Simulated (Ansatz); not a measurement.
# V (diamond type): the cost of one run

Computed with Ansatz 0.2.0 (DFT LDA, with the methods named in each step, unless a step's input says otherwise).

1 further run of the same task is left out (it didn't finish). Runs told in other sessions of the task aren't counted.

## Step 1: The structure to begin with

It takes space group Fd-3m (No. 227, cubic). The conventional cell has a = 5.006 Å, b = 5.006 Å, c = 5.006 Å, α = 90.00°, β = 90.00°, γ = 90.00°. V (site symmetry -43m) is surrounded by 4 V at 2.17 Å.

Structure file:

```
CELL_PARAMETERS angstrom
0.00000 2.50280 2.50280
2.50280 0.00000 2.50280
2.50280 2.50280 0.00000
ATOMIC_POSITIONS crystal
V 0.87500 0.87500 0.87500
V 0.12500 0.12500 0.12500
```

Whether this phase is the stable one at these pressures isn't tested.

Atoms are numbered in the order of the input: V1, V2.

## Step 2: Cell relaxed at zero pressure, PAW

input.yaml

```yaml
crystal:
  lattice:
    - [0.0, 2.5027968698, 2.5027968698]
    - [2.5027968698, 0.0, 2.5027968698]
    - [2.5027968698, 2.5027968698, 0.0]
  atoms:
    - { symbol: V, position: [-0.125, -0.125, -0.125] }
    - { symbol: V, position: [0.125, 0.125, 0.125] }
kpoints:
  mp_grid: { grid: [13, 13, 13] }
scf:
  occupations: { method: fermi_dirac, width: 0.05 }
hamiltonian:
  xc: lda
  pseudopotentials: { kind: paw }
output:
  forces: true
  stress: true
relax:
  f_tol: 0.005
  max_steps: 40
  cell: {}
```

Run with:

```console
> ansatz run input.yaml --threads 1 --pin off --max-ram 2048MiB --backend cpu --events-out ev --progress --plain --runs-dir out
```

**Question.** How long does this run take on 1 thread of Arm Neoverse V1, shared host, and how much memory does it need?

About 13 s, with a peak of 0.32 GiB.
